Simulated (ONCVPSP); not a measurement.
# O: generating and testing an ONCV potential

Aim: build the potential from the settings below, then test how well it stands in for the atom: other configurations, scattering, ghost states and the plane-wave cutoff that it needs.

Method: ONCVPSP 4.0.1.1 (patched build), LDA (Perdew-Wang 92), scalar-relativistic.

## (1) The atom and the settings

Typed settings, in words:

| Property | Result |
| --- | --- |
| element | oxygen (O, Z = 8) |
| type | optimised norm-conserving Vanderbilt (ONCV) |
| frozen core | [He] |
| valence charge | 6 |
| reference configuration | 2s2 2p4 |
| partial waves | 2s: rc 0.60 bohr, ncon 5, nbas 8, qcut 13.7 1/bohr, 2 projectors, debl 0.4 Ha; 2p: rc 1.95 bohr, ncon 3, nbas 7, qcut 5.8 1/bohr, 2 projectors, debl 3.5 Ha |
| local potential | polynomial inside 0.40 bohr (lpopt 2, dvloc0 0 Ha) |
| core correction | Teter function, fcfact 1.75, rcfact 1 |

The nodes and maxima of the atom's own shells, from an earlier all-electron run, set the scale for the radii.

All-electron outer shells of the reference configuration (LDA (PZ), scalar-relativistic, ld1.x):

```csv
shell,level (eV),outermost node (bohr),outermost maximum (bohr)
1s,-510.89,–,0.13
2s,-23.75,0.28,0.88
2p,-9.20,–,0.82
```

## (2) Generation

The input, O.dat:

```
# ATOM AND REFERENCE CONFIGURATION
# atsym  z   nc   nv     iexc    psfile
  O 8.00    1    2  -001012      upf
#
#   n    l    f
    1    0    2.00
    2    0    2.00
    2    1    4.00
#
# PSEUDOPOTENTIAL AND OPTIMIZATION
# lmax
    1
#
#   l,   rc,      ep,       ncon, nbas, qcut
    0    0.60    0.00    5    8   13.70
    1    1.95    0.00    3    7    5.80
#
# LOCAL POTENTIAL
# lloc, lpopt,  rc(5),   dvloc0
    4    2    0.40    0.00
#
# VANDERBILT-KLEINMAN-BYLANDER PROJECTORs
# l, nproj, debl
    0    2    0.40
    1    2    3.50
#
# MODEL CORE CHARGE
# icmod, fcfact, rcfact
    3    1.75    1.00
#
# LOG DERIVATIVE ANALYSIS
# epsh1, epsh2, depsh
   -2.00    5.00    0.02
#
# OUTPUT GRID
# rlmax, drl
    6.00    0.01
#
# TEST CONFIGURATIONS
# ncnf
    4
# nvcnf
#   n    l    f
    2
    2    0    2.00
    2    1    3.00
#
    2
    2    0    2.00
    2    1    2.00
#
    2
    2    0    2.00
    2    1    1.00
#
    2
    2    0    1.00
    2    1    5.00
#
```

Launch:

```bash
$ oncvpsp.x < O.dat > O.out
```

What does the calculation give? Wanted: cutoffs for 1 and 0.1 mHa per electron, occupied waves; bound ghosts; GHOST(+) flags; largest test error; largest phase difference near zero energy, channels read; rms error of d²Exc/dn², without and with the model core; projector energies reset by the program.

The runs gave:

```
                                                quantity                   value
  cutoffs for 1 and 0.1 mHa per electron, occupied waves       387 Ha and 467 Ha
                                            bound ghosts         s at -445.87 eV
                                          GHOST(+) flags            s at 7108 eV
                            largest test error (AE − PS)  +4027 meV, for 2s2 2p1
largest phase difference near zero energy, channels read               0.689 rad
 rms error of d²Exc/dn², without and with the model core       1.68 and 1.30 mHa
                 projector energies reset by the program     s: -0.873, 0.250 Ha
```

What this shows: A bound ghost (s) makes it unfit for use: electrons can fall into a state that the atom doesn't have. The worst unpolarised test, 2s2 2p1, is off by 4027 meV on 104.3 eV; by total energies transferability rates as poor. That test lies far up in energy; among those under 40 eV, nearer to bonding, the largest error is 237 meV. The potential is very hard: the looser tolerance needs 387 Ha. At the looser tolerance the 2s wave is the slowest; 2p needs 14 Ha. Of the channels read, p scatters worst near zero energy, by up to 0.69 rad (at the energies tabulated). The pseudo curves have a pole with no partner nearby in the atom's: p at 1.14 Ha. At positive energy that is a spurious or a displaced resonance. The program also flags highly localised states, GHOST(+) (s). These are tests on the free atom; a crystal test is still owed.
